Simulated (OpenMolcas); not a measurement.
# doublet CH5FOSn+: levels of theory compared

Wanted: a comparison of 6 runs (UHF/3-21G, U-revPBE/def2-SVP, UBHLYP/def2-SVP, UBLYP/def2-SVP, UPBE0/def2-SVP, UTPSS/def2-SVP) of doublet CH5FOSn+. 

The calculation is run with OpenMolcas 26.06.

## (1) Starting point

The species is CH5FOSn+ (9 atoms), meant as a doublet with charge +1. As SMILES of the parent species, `[CH3][SnH]([OH])[F]`. The shape is that of a PBE0-D4/def2-TZVP optimisation. This is one conformer, not always the lowest. That shape belongs to the parent species and isn't relaxed for this state.

Bond lengths: C1–Sn2 2.120 Å, Sn2–O3 1.954 Å, Sn2–F4 1.928 Å, C1–H5 1.090 Å, C1–H6 1.090 Å, C1–H7 1.090 Å, Sn2–H8 1.697 Å, O3–H9 0.960 Å. Some angles: C1–Sn2–O3 112.2°, C1–Sn2–F4 104.4°, O3–Sn2–F4 104.6°, C1–Sn2–H8 121.5°, O3–Sn2–H8 105.6°, F4–Sn2–H8 107.3°, Sn2–C1–H5 109.8°, Sn2–C1–H6 110.0°, Sn2–C1–H7 108.7°, Sn2–O3–H9 113.8°.

## (2) A single-point energy at UHF/3-21G (run 1)

File input.xyz:

```xyz
9

C     -0.348000     1.320900    -0.172600
Sn    -0.271200    -0.757400     0.237600
O      1.527400    -1.346400     0.725000
F     -0.613200    -1.596000    -1.464600
H     -1.361700     1.603400    -0.455800
H     -0.043600     1.885400     0.708500
H      0.329800     1.539100    -0.997600
H     -1.308700    -1.477000     1.371800
H      2.177700    -1.218400     0.030600
```

File job.inp:

```
&gateway
 baslib = $CurrDir
 coord = input.xyz
 basis = 3-21G
 group = NoSym

&seward

&scf
 uhf
 charge = 1
 spin = 2
 thresholds = 1e-10 1e-07 1e-07 1e-05
 prorbitals = 1 1
```

The basis set 3-21G is read from a file made from the Basis Set Exchange's data (not shown).

Command:

```sh
$ export MOLCAS_MEM=1860
$ pymolcas job.inp > job.log
```

Log:

```text
--- Start Module: gateway ---
[...]
--- Stop Module: gateway /rc=_RC_ALL_IS_WELL_ ---
--- Start Module: seward ---
[...]
      Basis functions           68
--- Stop Module: seward /rc=_RC_ALL_IS_WELL_ ---
[...]
--- Start Module: scf ---
[...]
       Convergence after  37 Iterations
[...]
::    Total SCF energy                              -6209.9020149445
[...]
      Total spin, S                                     0.5029843681
[...]
      Total electronic charge=   77.000000
      Total            charge=    1.000000
[...]
      Dipole Moment (debye):
      Origin of the operator (angstrom)=   -0.1403   -0.7239    0.0631
                   X=  5.0050E+00               Y=  1.7546E+00               Z=  2.2744E+00           Total=  5.7708E+00
      Center of Charge (angstrom)
[...]
--- Stop Module: scf /rc=_RC_ALL_IS_WELL_ ---
[...]
```

Run time: 5.4 s. Hardware: 1 thread of Intel Xeon 6975P-C (Granite Rapids), shared host; peak memory 0.41 GiB.

## (3) The energy at U-revPBE/def2-SVP (core potential) (run 2)

File mol.inp:

```
&GATEWAY
  BASLIB=$CurrDir
  COORD
  9
  angstrom
  C       -0.348000       1.320900      -0.172600
  Sn      -0.271200      -0.757400       0.237600
  O        1.527400      -1.346400       0.725000
  F       -0.613200      -1.596000      -1.464600
  H       -1.361700       1.603400      -0.455800
  H       -0.043600       1.885400       0.708500
  H        0.329800       1.539100      -0.997600
  H       -1.308700      -1.477000       1.371800
  H        2.177700      -1.218400       0.030600
  BASIS=def2-SVP
  GROUP=NoSym

&SEWARD
  GRIDINPUT
  Grid=UltraFine
  End of Grid

&SCF
  UHF
  CHARGE=1
  SPIN=2
  KSDFT=revPBE
  THRESHOLDS=1e-10 1e-07 1e-07 1e-05
  PRORBITALS=1 2
```

The basis set def2-SVP is read from a file made from the Basis Set Exchange's data (not shown).

Command:

```sh
$ export MOLCAS_MEM=1860
$ pymolcas mol.inp > mol.log
```

Log:

```text
--- Start Module: gateway ---
[...]
--- Stop Module: gateway /rc=_RC_ALL_IS_WELL_ ---
--- Start Module: seward ---
[...]
      Basis functions           93
--- Stop Module: seward /rc=_RC_ALL_IS_WELL_ ---
[...]
--- Start Module: scf ---
[...]
       Convergence after  36 Iterations
[...]
::    Total KS-DFT energy                            -429.9439504877
[...]
      Total spin, S                                     0.5018802990
[...]
      Total electronic charge=   49.000000
      Total            charge=    1.000000
[...]
      Dipole Moment (debye):
      Origin of the operator (angstrom)=   -0.1403   -0.7239    0.0631
                   X=  9.3341E-01               Y=  3.8389E+00               Z=  1.0639E+00           Total=  4.0915E+00
      Center of Charge (angstrom)
[...]
--- Stop Module: scf /rc=_RC_ALL_IS_WELL_ ---
[...]
```

Run time: 70 s. Hardware: 1 thread of Intel Xeon 6975P-C (Granite Rapids), shared host; peak memory 0.51 GiB.

Run 3 isn't shown in full; the table further down has it.

## (4) The energy at UBLYP/def2-SVP (core potential) (run 4)

File mol.input:

```
* CH5FOSn Kohn-Sham DFT
>>> EXPORT MOLCAS_PRINT=2

&GATEWAY
 BASLIB=$CurrDir
 COORD
 9
 angstrom
 C       -0.348000       1.320900      -0.172600
 Sn      -0.271200      -0.757400       0.237600
 O        1.527400      -1.346400       0.725000
 F       -0.613200      -1.596000      -1.464600
 H       -1.361700       1.603400      -0.455800
 H       -0.043600       1.885400       0.708500
 H        0.329800       1.539100      -0.997600
 H       -1.308700      -1.477000       1.371800
 H        2.177700      -1.218400       0.030600
 BASIS=def2-SVP
 GROUP=NoSym

&SEWARD
 GRIDINPUT
 Grid=UltraFine
 End of Grid

&SCF
 UHF
 CHARGE=1
 SPIN=2
 KSDFT=BLYP
 THRESHOLDS=1e-10 1e-07 1e-07 1e-05
 PRORBITALS=1
```

The basis set def2-SVP is read from a file made from the Basis Set Exchange's data (not shown).

Command:

```sh
$ export MOLCAS_MEM=1860
$ pymolcas mol.input > mol.log
```

Log:

```text
--- Start Module: gateway ---
[...]
--- Stop Module: gateway /rc=_RC_ALL_IS_WELL_ ---
--- Start Module: seward ---
[...]
      Basis functions           93
--- Stop Module: seward /rc=_RC_ALL_IS_WELL_ ---
[...]
--- Start Module: scf ---
[...]
       Convergence after  39 Iterations
[...]
::    Total KS-DFT energy                            -429.8652294816
[...]
      Total spin, S                                     0.5018947550
[...]
      Total electronic charge=   49.000000
      Total            charge=    1.000000
[...]
      Dipole Moment (debye):
      Origin of the operator (angstrom)=   -0.1403   -0.7239    0.0631
                   X=  9.2510E-01               Y=  3.8842E+00               Z=  1.0597E+00           Total=  4.1311E+00
      Center of Charge (angstrom)
[...]
--- Stop Module: scf /rc=_RC_ALL_IS_WELL_ ---
[...]
```

Run time: 71 s. Hardware: 1 thread of Intel Xeon 6975P-C (Granite Rapids), shared host; peak memory 0.51 GiB.

Run 5 isn't shown in full; the table further down has it.

## (5) The energy at UTPSS/def2-SVP (core potential) (run 6)

File mol.inp:

```
&gateway
  baslib=$CurrDir
  basisset
  C.def2-SVP....
  C1 -0.348000 1.320900 -0.172600 angstrom
  End of Basis
  basisset
  Sn.def2-SVP....
  Sn2 -0.271200 -0.757400 0.237600 angstrom
  End of Basis
  basisset
  O.def2-SVP....
  O3 1.527400 -1.346400 0.725000 angstrom
  End of Basis
  basisset
  F.def2-SVP....
  F4 -0.613200 -1.596000 -1.464600 angstrom
  End of Basis
  basisset
  H.def2-SVP....
  H5 -1.361700 1.603400 -0.455800 angstrom
  H6 -0.043600 1.885400 0.708500 angstrom
  H7 0.329800 1.539100 -0.997600 angstrom
  H8 -1.308700 -1.477000 1.371800 angstrom
  H9 2.177700 -1.218400 0.030600 angstrom
  End of Basis

&seward
  gridinput
  Grid=UltraFine
  End of Grid

&scf
  uhf
  charge=1
  spin=2
  ksdft=2
  1.0 MGGA_X_TPSS
  1.0 MGGA_C_TPSS
  thresholds=1e-10 1e-07 1e-07 1e-05
  prorbitals=1
```

The basis set def2-SVP is read from a file made from the Basis Set Exchange's data (not shown).

Command:

```sh
$ export MOLCAS_MEM=1860
$ pymolcas mol.inp > mol.log
```

Log:

```text
--- Start Module: gateway ---
[...]
--- Stop Module: gateway /rc=_RC_ALL_IS_WELL_ ---
--- Start Module: seward ---
[...]
      Basis functions           93
--- Stop Module: seward /rc=_RC_ALL_IS_WELL_ ---
[...]
--- Start Module: scf ---
[...]
       Convergence after  34 Iterations
[...]
::    Total KS-DFT energy                            -429.9064234167
[...]
      Total spin, S                                     0.5029702309
[...]
      Total electronic charge=   49.000000
      Total            charge=    1.000000
[...]
      Dipole Moment (debye):
      Origin of the operator (angstrom)=   -0.1403   -0.7239    0.0631
                   X=  1.0520E+00               Y=  3.9508E+00               Z=  1.0769E+00           Total=  4.2279E+00
      Center of Charge (angstrom)
[...]
--- Stop Module: scf /rc=_RC_ALL_IS_WELL_ ---
[...]
```

Wall time 100 s (1 thread of Intel Xeon 6975P-C (Granite Rapids), shared host); peak memory 0.51 GiB.

## (6) Overview of the runs

| run | level | integration grid | energy (Eh) | HOMO energy (eV) | LUMO energy (eV) | ⟨S²⟩ | wall time |
| --- | --- | --- | --- | --- | --- | --- | --- |
| 1 | UHF/3-21G | – | -6209.902015 | -17.02 | -6.95 | 0.756 | 5.4 s |
| 2 | U-revPBE/def2-SVP (core potential) | UltraFine | -429.943950 | -13.63 | -13.09 | 0.754 | 70 s |
| 3 | UBHLYP/def2-SVP (core potential) | UltraFine | -429.767861 | -15.74 | -11.70 | 0.775 | 62 s |
| 4 | UBLYP/def2-SVP (core potential) | UltraFine | -429.865229 | -13.53 | -12.99 | 0.754 | 71 s |
| 5 | UPBE0/def2-SVP (core potential) | UltraFine | -429.730657 | -14.88 | -12.67 | 0.763 | 59 s |
| 6 | UTPSS/def2-SVP (core potential) | UltraFine | -429.906423 | -13.74 | -13.11 | 0.756 | 100 s |

## (7) Results

| quantity | value |
| --- | --- |
| run 6: total energy | -429.90642 Eh |
| run 6: HOMO energy (highest over α and β) | -13.74 eV |
| run 6: LUMO energy (lowest over α and β) | -13.11 eV |
| run 6: ⟨S²⟩ | 0.756 |

In words: Totals of different functionals can't be ranked against each other. Some runs of one species differ in core potentials or relativity; totals across that change don't compare. In run 1 relativity is left out where basis or elements ask for it. All runs together took 6.1 min, the longest 100 s.
